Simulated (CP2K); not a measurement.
Hf2Pd2Se2Br2O3:

```xyz
11
Lattice="12.7131 0.0000 0.0000 11.0265 6.3276 0.0000 -11.5898 -4.2143 3.0885" Properties=species:S:1:pos:R:3 pbc="T T T"
Hf   21.8630    5.8274    0.0000
Hf    1.8766    0.5002    0.0000
Pd   16.2218    4.3238    0.0000
Pd    7.5179    2.0038    0.0000
Se    3.3575   -1.3619    1.5443
Se    8.7923    3.4753    1.5443
Br   18.6736    4.9773    0.0000
Br    5.0660    1.3503    0.0000
O    10.0862    0.4316    1.5443
O     2.0636    1.6818    1.5443
O     0.0000    0.0000    0.0000
```

The cell was built by a generator and needn't be a form met in nature.

Base run:

* Program: CP2K 2026.2
* Functional: LDA
* Potentials or basis: POTENTIAL_UZH Hf GTH-PBE-q12, Pd GTH-PBE-q18, Se GTH-PBE-q6, Br GTH-PBE-q7, O GTH-PBE-q6; TZVP-MOLOPT-PBE-GTH basis
* Density cutoff: 13606 eV
* k mesh: 9 × 9 × 9
* Occupations: fermi-dirac, width 0.05 eV
* Spin: no spin polarisation

Its results: band gap on the k mesh none (metal or under the smearing width); pressure -5.5 GPa; largest force 0.322 eV/Å.

Q: The run is repeated on the same cell with these changes: functional from LDA to RPBE. What comes out?

A: Band gap on the k mesh none (metal or under the smearing width); pressure 1.2 GPa; largest force 0.342 eV/Å.

RPBE binds less tightly than LDA, so the same cell stands under more pressure.

Caveats: the potentials were made for another functional, which shifts forces and pressure; spin-orbit coupling is left out, which moves the levels of the heavy elements; the basis of atomic orbitals isn't converged, which shifts pressures, moduli and gaps.
